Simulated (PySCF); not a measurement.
# C₃H₉NOSi₂: electronic excitations

What electronic excitations should C₃H₉NOSi₂ (`CCO[Si@@H]([SiH3])C#N`) show?

Computed with PySCF 2.14.0, with density-fitted response routines of our own, on a single molecule in the gas phase. Atoms count from 0, in the outputs and in this text.

### 1 The starting structure

16 atoms, charge 0, multiplicity 1; geometry from: GFN2-xTB.

Bonds of the start (Å): C0–C1 1.52, C1–O2 1.40, O2–Si3 1.62, Si3–Si4 2.30, Si3–C5 1.88, C5–N6 1.15, C0–H7 1.09, C0–H8 1.09, C0–H9 1.09, C1–H10 1.10, C1–H11 1.10, Si3–H12 1.48, Si4–H13 1.47, Si4–H14 1.47, Si4–H15 1.47.

### 2 Excited states and response: B3LYP/def2-SVPD

What the job is given:

```
{"job": {"kind": "uv", "xc": "B3LYP", "basis": "def2-SVPD", "nstates": 8, "ntriplets": 3}, "charge": 0, "multiplicity": 1}
C     -2.560383     0.326339     0.715393
C     -1.620386    -0.265597    -0.321323
O     -0.319052     0.207428    -0.097140
Si     1.068354    -0.122424    -0.863203
Si     2.612527     0.997540     0.417690
C      1.323610    -1.986429    -0.870774
N      1.468727    -3.123328    -0.835164
H     -2.238609     0.043059     1.714397
H     -3.569863    -0.038587     0.548533
H     -2.556534     1.411099     0.644459
H     -1.937465     0.016786    -1.332321
H     -1.621646    -1.360176    -0.260059
H      0.950052     0.128818    -2.312002
H      2.720872     0.503625     1.792919
H      3.924892     0.833490    -0.212434
H      2.347307     2.437302     0.491050
```

With the program's defaults for keys left out, this is: TDDFT B3LYP/def2-SVPD, vertical, gas phase, core orbitals frozen in the response.

Command:

```sh
> OMP_NUM_THREADS=1 python probes_run.py task.json out
```

The driver reads the jobs from task.json and runs them one after another.

What it wrote:

```text
coarse grid: 14240 points
cycle   1  E = -828.1567166593  dE =  5.429e-01  |g| = 7.680e-01  |ddm| = 5.435e+00
cycle   2  E = -827.7979852464  dE =  3.587e-01  |g| = 1.521e+00  |ddm| = 2.573e+00
cycle   3  E = -828.2716513368  dE = -4.737e-01  |g| = 2.014e-01  |ddm| = 1.729e+00
cycle   4  E = -828.2780755500  dE = -6.424e-03  |g| = 1.167e-01  |ddm| = 2.709e-01
cycle   5  E = -828.2807029287  dE = -2.627e-03  |g| = 3.912e-02  |ddm| = 1.380e-01
cycle   6  E = -828.2810635332  dE = -3.606e-04  |g| = 4.276e-03  |ddm| = 4.729e-02
cycle   7  E = -828.2810676816  dE = -4.148e-06  |g| = 1.106e-03  |ddm| = 7.437e-03
final grid: 128024 points
cycle   8  E = -828.4023477556  dE = -2.827e-05  |g| = 5.653e-03  |ddm| = 8.442e-02
cycle   9  E = -828.4023429670  dE =  4.789e-06  |g| = 7.457e-03  |ddm| = 1.553e-02
cycle  10  E = -828.4023552247  dE = -1.226e-05  |g| = 9.462e-04  |ddm| = 7.770e-03
cycle  11  E = -828.4023554132  dE = -1.885e-07  |g| = 2.228e-04  |ddm| = 1.239e-03
cycle  12  E = -828.4023554177  dE = -4.525e-09  |g| = 1.760e-04  |ddm| = 3.552e-04
cycle  13  E = -828.4023554241  dE = -6.365e-09  |g| = 3.631e-05  |ddm| = 1.749e-04
cycle  14  E = -828.4023554244  dE = -3.383e-10  |g| = 5.677e-06  |ddm| = 6.453e-05
converged SCF energy = -828.4023554244

Static polarisability (au): isotropic 98.795, principal 84.698 102.393 109.294

Singlet excitations
state   eV       nm        f      main configurations
  1   6.0495    204.9   0.01504   H->L 0.96
  2   6.3110    196.5   0.00705   H-1->L 0.96
  3   6.8669    180.6   0.02896   H->L+1 0.83
  4   6.9141    179.3   0.00130   H-2->L 0.48, H-3->L 0.26
  5   6.9794    177.6   0.00218   H-1->L+1 0.39, H-3->L 0.32
  6   7.1098    174.4   0.02330   H->L+2 0.55, H-1->L+1 0.26, H-3->L 0.09
  7   7.2901    170.1   0.07275   H->L+2 0.27, H-1->L+1 0.25, H-2->L 0.18
  8   7.4231    167.0   0.00572   H-2->L+1 0.42, H-4->L+1 0.12

Triplet excitations (Tamm-Dancoff, eV): 5.6113 5.8787 5.9988
```

Wall time 2.2 min (1 thread of AMD EPYC, shared host); peak memory 0.89 GiB.

Frontier orbitals and where they lie:

```
orbital     eV                        atoms
 HOMO−3  -9.68    N6 46 %, C5 31 %, Si3 7 %
 HOMO−2  -9.31    O2 28 %, N6 12 %, C0 12 %
 HOMO−1  -8.71   O2 34 %, Si4 11 %, C1 11 %
   HOMO  -8.43  O2 36 %, Si3 14 %, H12 10 %
   LUMO  -1.34   Si3 26 %, C5 20 %, N6 17 %
 LUMO+1  -0.70  Si3 24 %, Si4 21 %, C5 16 %
 LUMO+2  -0.35  Si4 24 %, Si3 23 %, N6 12 %
```

With each of the 8 states as a Gaussian band of 0.4 eV half-width at 1/e, the curve within the window shown has maxima at 173 nm (ε 4,500) L/(mol cm). Beyond the last state computed it falls off for lack of states. The curve at chosen wavelengths:

| nm | ε (L/mol/cm) |
| --- | --- |
| 161 | 1150 |
| 164 | 2227 |
| 166 | 3031 |
| 169 | 4050 |
| 172 | 4532 |
| 174 | 4500 |
| 177 | 4029 |
| 179 | 3543 |
| 182 | 2743 |
| 185 | 2015 |
| 187 | 1624 |
| 190 | 1208 |
| 193 | 984 |
| 195 | 915 |
| 198 | 883 |
| 201 | 875 |
| 203 | 859 |
| 206 | 800 |
| 209 | 699 |
| 211 | 615 |
| 214 | 480 |
| 216 | 392 |
| 219 | 274 |
| 222 | 181 |
| 224 | 133 |
| 227 | 80 |

Leading natural transition orbitals of singlet state 7: the hole lies on O2 56 %; H11 14 %; H10 9 %; the particle on H12, H13 about 19 % each; Si3, Si4 about 18 % each; H14, H15 about 8 % each.

Leading natural transition orbitals of singlet state 1: the hole lies on O2 37 %; H12 18 %; H10 8 %; the particle on Si3 22 %; C5 18 %; N6 18 %.

Ground-state properties from the same run:

| property | computed |
| --- | --- |
| dipole moment (D) | 3.57 |
| polarisability (Å³) | 14.64 |
| HOMO–LUMO gap (eV) | 7.09 |
| −ε(HOMO) (eV) | 8.43 |

The fields below are evaluated on a grid from the run's orbitals.

Frontier orbitals at B3LYP/def2-SVPD, with the share of their density that lies nearest to each atom:

| orbital | energy (eV) | lies on |
| --- | --- | --- |
| HOMO | -8.43 | O2 37 %; H12 16 %; H10 10 % |
| LUMO | -1.34 | Si3 21 %; C5 18 %; N6 18 % |

ELF in a plane through or near 6 of the atoms.

Values, 10 rows by 14 columns:
```
0.00 0.00 0.00 0.00 0.00 0.00 0.00 0.00 0.00 0.00 0.00 0.00 0.00 0.00
0.00 0.00 0.00 0.00 0.00 0.00 0.00 0.00 0.00 0.00 0.00 0.00 0.00 0.00
0.00 0.00 0.00 0.18 0.97 0.88 0.00 0.00 0.00 0.01 0.00 0.00 0.00 0.00
0.00 0.00 0.10 0.30 1.00 0.96 0.02 0.02 0.03 0.99 0.92 0.04 0.00 0.00
0.00 0.25 1.00 0.99 0.21 0.78 0.13 0.88 0.11 0.70 0.63 0.78 0.02 0.00
0.00 0.04 0.98 0.85 0.66 0.29 0.28 0.77 0.40 0.53 0.37 0.90 0.01 0.00
0.00 0.00 0.00 0.00 0.06 0.67 0.58 0.03 0.47 0.42 0.01 0.00 0.00 0.00
0.00 0.00 0.00 0.00 0.23 0.63 0.61 0.06 0.01 0.03 0.00 0.00 0.00 0.00
0.00 0.00 0.00 0.00 0.03 0.19 0.17 0.01 0.00 0.00 0.00 0.00 0.00 0.00
0.00 0.00 0.00 0.00 0.00 0.00 0.00 0.00 0.00 0.00 0.00 0.00 0.00 0.00
```
The map spans 13.1 Å across and 11.4 Å up, centred on the molecule. Atoms in the plane (x, y in Å): C1 (1.6, -0.3), O2 (0.3, 0.2), Si3 (-1.1, -0.5), H9 (2.5, 1.6), H14 (-4.0, 0.6), H15 (-2.4, 2.3).

log10 of the density (e/Å³) in the same plane.

Values, 10 rows by 14 columns:
```
-4.0 -4.0 -4.0 -4.0 -4.0 -4.0 -4.0 -4.0 -4.0 -4.0 -4.0 -4.0 -4.0 -4.0
-4.0 -4.0 -4.0 -3.8 -3.3 -3.5 -4.0 -4.0 -4.0 -4.0 -4.0 -4.0 -4.0 -4.0
-4.0 -4.0 -3.4 -2.3 -1.4 -1.8 -2.9 -3.9 -3.5 -2.9 -3.1 -3.8 -4.0 -4.0
-4.0 -3.1 -2.1 -1.1  0.0 -0.6 -2.0 -2.3 -2.0 -0.6 -1.0 -2.2 -3.6 -4.0
-4.0 -2.4 -0.9 -0.1  0.3 -0.4 -0.9  0.0 -0.8 -0.1 -0.3 -1.2 -2.7 -4.0
-4.0 -2.7 -1.6 -1.0 -0.7 -0.2  0.5  0.5  0.2  0.0 -0.9 -1.4 -2.8 -4.0
-4.0 -3.9 -3.1 -2.6 -1.6 -0.5 -0.4 -1.3 -0.8 -0.8 -2.2 -3.0 -3.9 -4.0
-4.0 -4.0 -4.0 -3.2 -1.7 -0.7 -0.8 -1.9 -2.4 -2.5 -3.3 -4.0 -4.0 -4.0
-4.0 -4.0 -4.0 -3.9 -2.5 -1.8 -1.9 -2.8 -4.0 -4.0 -4.0 -4.0 -4.0 -4.0
-4.0 -4.0 -4.0 -4.0 -4.0 -3.4 -3.5 -4.0 -4.0 -4.0 -4.0 -4.0 -4.0 -4.0
```
The map spans 13.1 Å across and 11.4 Å up, centred on the molecule. Atoms in the plane (x, y in Å): C1 (1.6, -0.3), O2 (0.3, 0.2), Si3 (-1.1, -0.5), H9 (2.5, 1.6), H14 (-4.0, 0.6), H15 (-2.4, 2.3).

On the surface of density 0.002 e/bohr³ the electrostatic potential runs, from the 1st to the 99th percentile, from -1.66 V near N6 to 1.47 V near H12.

### 3 Outcome

| quantity | value |
| --- | --- |
| lowest singlet (B3LYP/def2-SVPD) | 6.05 eV (205 nm), f = 0.015 |
| brightest single state of those computed | state 7, 7.29 eV, f = 0.073 |
| lowest triplet | 5.61 eV |
| surface potential, 1st and 99th percentile | -1.66 V and 1.47 V |

The first singlet state (HOMO→LUMO 0.96) lies at 6.05 eV and is weak; of the 8 states computed, the strongest absorption comes from state 7 at 7.29 eV. The lowest triplet lies 0.44 eV below the lowest singlet (triplets in Tamm-Dancoff, singlets in full TDDFT). At B3LYP/def2-SVPD, counted by nearest atom on the grid, the HOMO lies on O2 37 %; H12 16 %, the LUMO on Si3 21 %; C5 18 %.
